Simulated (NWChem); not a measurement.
# I2 (iodine) at 6 levels

Wanted: a comparison of 6 runs (HF/3-21G, PBE0/def2-SVP, SVWN5/def2-TZVPP, r2SCAN/def2-TZVP, PBE0/6-311G**, CCSD(T)/def2-TZVPP) of I2 (iodine). 

The results are computed with NWChem 7.3.0.

3 further runs of the same task are left out: 3 set aside as unsound or not needed. Runs told in other sessions of the task aren't counted.

### 1 The system as given

I2 has 2 atoms, charge 0, and is taken as a singlet. As SMILES, `II`. The shape is that of a PBE0-D4/def2-TZVP optimisation.

Bond lengths: I1–I2 2.656 Å.

### 2 Energy and gradient at HF/3-21G (run 1)

sp.xyz

```xyz
2
I2 hf
I      0.000000     0.000000     0.004660
I      0.000000     0.000000     2.660350
```

run.py

```python
from ase.io import read
from ase.calculators.nwchem import NWChem

atoms = read('sp.xyz')

calc = NWChem(
    label='sp',
    theory='scf',
    memory='2200 mb',
    basis='3-21G',
    basispar='spherical bse',
    scf={'nopen': '0', 'rhf': None, 'thresh': '1e-08', 'maxiter': '80'},
)
atoms.calc = calc

forces = atoms.get_forces()
e = atoms.get_potential_energy()
print(f"E = {e:.6f} eV")
print("forces (eV/A):")
for s, f in zip(atoms.symbols, forces):
    print(f"{s:2s} {f[0]:10.5f} {f[1]:10.5f} {f[2]:10.5f}")
print("dipole (e A):", atoms.get_dipole_moment().round(4))
```

On the command line:

```console
$ export ASE_NWCHEM_COMMAND="nwchem PREFIX.nwi > PREFIX.nwo"
$ python run.py
```

The log of the run:

```text
E = -374826.099251 eV
forces (eV/A):
I    -0.00000    0.00000   -2.84349
I     0.00000   -0.00000    2.84349
dipole (e A): [-0. -0.  0.]
```

The calculator wrote sp.nwi:

```
title "sp"

permanent_dir sp

scratch_dir sp

start sp

geometry units angstrom nocenter noautosym noautoz
  I  0.0000000000000000e+00 0.0000000000000000e+00 4.6600000000000001e-03
  I  0.0000000000000000e+00 0.0000000000000000e+00 2.6603500000000002e+00
end

memory 2200 mb

basis spherical bse noprint
   * library 3-21G
end

scf
  nopen 0
  rhf
  thresh 1e-08
  maxiter 80
end

task scf gradient
```

sp.nwo, cut to the lines that bear on the results:

```text
[...]
      One-electron energy = -20069.644058767855
[... 1 line left out ...]
 Nuclear repulsion energy =    559.726057047378
[... 70 lines left out ...]
                       ROHF Final Molecular Orbital Analysis
[... 170 lines left out ...]
       Multipole analysis of the density wrt the origin
[...]
  wavefunction    =   RHF
                         RHF ENERGY GRADIENTS
    atom               coordinates                        gradient
                 x          y          z           x          y          z
   1 I       0.000000   0.000000   0.008806    0.000000  -0.000000   0.055297
   2 I       0.000000   0.000000   5.027333   -0.000000   0.000000  -0.055297
[...]
```

Wall time 5.1 s (1 thread of Intel Xeon 6975P-C (Granite Rapids), shared host); peak memory 0.1 GiB.

### 3 Energy and gradient at PBE0/def2-SVP (core potential) (run 2)

run.py

```python
from ase import Atoms
from ase.calculators.nwchem import NWChem

atoms = Atoms('II', positions=[
    [0.000000, 0.000000, 0.004660],
    [-0.000000, -0.000000, 2.660350],
])

calc = NWChem(
    label='m1',
    theory='dft',
    memory='2200 mb',
    basis='def2-SVP',
    basispar='spherical bse',
    dft={'xc': 'pbe0', 'mult': '1', 'grid': 'xfine', 'convergence': 'energy 1e-08', 'iterations': '100', 'mulliken': None},
    **{'ecp bse': {'I library': 'def2-SVP'}},
)
atoms.calc = calc

forces = atoms.get_forces()
print("Total energy (eV):", round(atoms.get_potential_energy(), 6))
print("forces (eV/A):")
for s, f in zip(atoms.symbols, forces):
    print(f"{s:2s} {f[0]:10.5f} {f[1]:10.5f} {f[2]:10.5f}")
print("dipole (e A):", atoms.get_dipole_moment().round(4))
```

On the command line:

```console
$ export ASE_NWCHEM_COMMAND="nwchem PREFIX.nwi > PREFIX.nwo"
$ python run.py
```

The log of the run:

```text
Total energy (eV): -16202.670159
forces (eV/A):
I     0.00000    0.00000   -0.32031
I    -0.00000   -0.00000    0.32031
dipole (e A): [ 0. -0.  0.]
```

The calculator wrote m1.nwi:

```
title "m1"

permanent_dir m1

scratch_dir m1

start m1

geometry units angstrom nocenter noautosym noautoz
  I  0.0000000000000000e+00 0.0000000000000000e+00 4.6600000000000001e-03
  I  -0.0000000000000000e+00 -0.0000000000000000e+00 2.6603500000000002e+00
end

memory 2200 mb

basis spherical bse noprint
   * library def2-SVP
end

dft
  xc pbe0
  mult 1
  grid xfine
  convergence energy 1e-08
  iterations 100
  mulliken
end
ecp bse
  I library def2-SVP
end

task dft gradient
```

m1.nwo, cut to the lines that bear on the results:

```text
[...]
         Total DFT energy =     -595.437150639068
[...]
  wavefunction    = closed shell
                         DFT ENERGY GRADIENTS
    atom               coordinates                        gradient
                 x          y          z           x          y          z
   1 I       0.000000   0.000000   0.008806   -0.000000  -0.000000   0.006229
   2 I       0.000000   0.000000   5.027333    0.000000   0.000000  -0.006229
[...]
```

Wall time 6.9 s (1 thread of Intel Xeon 6975P-C (Granite Rapids), shared host); peak memory 0.13 GiB.

Runs 3 to 4 aren't shown in full; the table further down has their settings and results.

### 4 Energy and gradient at PBE0/6-311G(d,p) (run 5)

sp.nw

```
echo
start sp
memory 2200 mb

geometry noautosym nocenter noautoz
  I     0.000000    0.000000    0.004660
  I     0.000000    0.000000    2.660350
end

basis "ao basis" spherical bse
  * library 6-311G**
end

dft
  xc pbe0
  mult 1
  grid fine
  convergence energy 1e-08
  maxiter 100
  mulliken
  print medium
end

task dft gradient
```

On the command line:

```console
$ nwchem sp.nw > sp.out
```

The log of the run:

```text
[...]
          Wavefunction type:  closed shell.
          No. of atoms     :     2
          No. of electrons :   106
[...]
          Charge           :     0
          Spin multiplicity:     1
[...]
          AO basis - number of functions:   124
[...]
              XC Information
              --------------
                         PBE0 Method XC Functional
                     Hartree-Fock (Exact) Exchange  0.250
          PerdewBurkeErnzerhof Exchange Functional  0.750
            Perdew 1991 LDA Correlation Functional  1.000 local
           PerdewBurkeErnz. Correlation Functional  1.000 non-local
[...]
 d= 0,ls=0.0,diis     1 -13838.1796932375 -1.44D+04  6.88D-03  8.93D+00     1.2
[...]
 d= 0,ls=0.0,diis     8 -13838.2227867492  8.00D-11  2.85D-08  5.62D-12     6.4
         Total DFT energy =   -13838.222786749164
      One electron energy =   -20134.446138696323
           Coulomb energy =     6088.775182026697
    Exchange-Corr. energy =     -352.277887126917
 Nuclear repulsion energy =      559.726057047378
[...]
      Total Density - Mulliken Population Analysis
     ---------------------------------------------
    Atom       Charge   Shell Charges
 -----------   ------   -------------------------------------------------------
    1 I   53    53.00   0.94  1.00  1.04  0.93  0.93  1.08  0.99  1.06  1.41  0.60  5.02  1.20  3.34  2.36  3.01  2.94  1.06  2.85  1.17  6.22  3.85  4.88  4.82  0.28
    2 I   53    53.00   0.94  1.00  1.04  0.93  0.93  1.08  0.99  1.06  1.41  0.60  5.02  1.20  3.34  2.36  3.01  2.94  1.06  2.85  1.17  6.22  3.85  4.88  4.82  0.28
[...]
  wavefunction    = closed shell
                         DFT ENERGY GRADIENTS
    atom               coordinates                        gradient
                 x          y          z           x          y          z
   1 I       0.000000   0.000000   0.008806    0.000000   0.000000   0.010005
   2 I       0.000000   0.000000   5.027333   -0.000000  -0.000000  -0.010005
[...]
```

Wall time 9.3 s (1 thread of Intel Xeon 6975P-C (Granite Rapids), shared host); peak memory 0.12 GiB.

### 5 A single-point energy at CCSD(T)/def2-TZVPP (core potential) (run 6)

mymol.nw

```
start mymol
memory stack 880 mb heap 220 mb global 1100 mb
charge 0

geometry noautosym nocenter noautoz
I      0.000000     0.000000     0.004660
I      0.000000     0.000000     2.660350
end

basis spherical bse
* library def2-TZVPP
end

ecp bse
I library def2-TZVPP
end

scf
thresh 1e-08
maxiter 80
end

ccsd
freeze core 8
maxiter 60
end

task ccsd(t)
```

On the command line:

```console
$ nwchem mymol.nw > mymol.out
```

The log of the run:

```text
[...]
  functions       =   100
[...]
  wavefunction    = RHF
[...]
         Total SCF energy =   -593.339294139694
      One-electron energy =  -1283.380185944489
      Two-electron energy =    565.502342265952
 Nuclear repulsion energy =    124.538549538844
        Time for solution =     16.2s
[...]
 Total MP2 energy:           -594.325280827295273
[...]
             energy      energy      error      ampl     ampl      Block
                                                time     time      time
[...]
 Total CCSD energy:           -594.269557946603868
[...]
 Total CCSD+T(CCSD) energy:           -594.290435784145075
[...]
 Total CCSD(T) energy:                -594.289955781595495
[...]
```

Run time: 3.1 min. Hardware: 1 thread of Intel Xeon 6975P-C (Granite Rapids), shared host; peak memory 0.39 GiB.

### 6 Overview of the runs

```
run                                level  iteration cap   module    energy (Eh)  dipole moment (D) of the reference  HOMO energy (eV)  LUMO energy (eV)  wall time
  1                             HF/3-21G             80      scf  -13774.605193                                0.00             -9.82             -0.53      5.1 s
  2       PBE0/def2-SVP (core potential)            100      dft    -595.437151                                0.00             -7.32             -3.68      6.9 s
  3    SVWN5/def2-TZVPP (core potential)            100      dft    -594.619876                                0.00             -6.38             -4.59       13 s
  4    r2SCAN/def2-TZVP (core potential)            100      dft    -595.663900                                0.00                 –                 –       18 s
  5                        PBE0/6-311G**            100      dft  -13838.222787                                0.00             -7.42             -3.63      9.3 s
  6  CCSD(T)/def2-TZVPP (core potential)             80  ccsd(t)    -594.289956                                   –             -9.79             -0.40    3.1 min
```

### 7 Results

```
                                          quantity          value
                               run 6: total energy  -594.28996 Eh
        run 6: HOMO energy (Hartree–Fock orbitals)       -9.79 eV
        run 6: LUMO energy (Hartree–Fock orbitals)       -0.40 eV
      run 6: HOMO–LUMO gap (Hartree–Fock orbitals)        9.39 eV
run 6: correlation energy (8 core orbitals frozen)     -950.7 mEh
                             run 6: (T) correction     -20.40 mEh
```

In words: Over runs 1, 2, 3, 5 the HOMO–LUMO gap runs from 1.79 eV (SVWN5/def2-TZVPP) to 9.29 eV (HF/3-21G). The two ends differ in method and basis and core potential. Totals of different functionals can't be ranked against each other. Some runs of one species differ in core potentials or relativity; totals across that change don't compare. In runs 1, 5 relativity is left out where basis or elements ask for it. All runs together took 4 min, the longest 3.1 min.
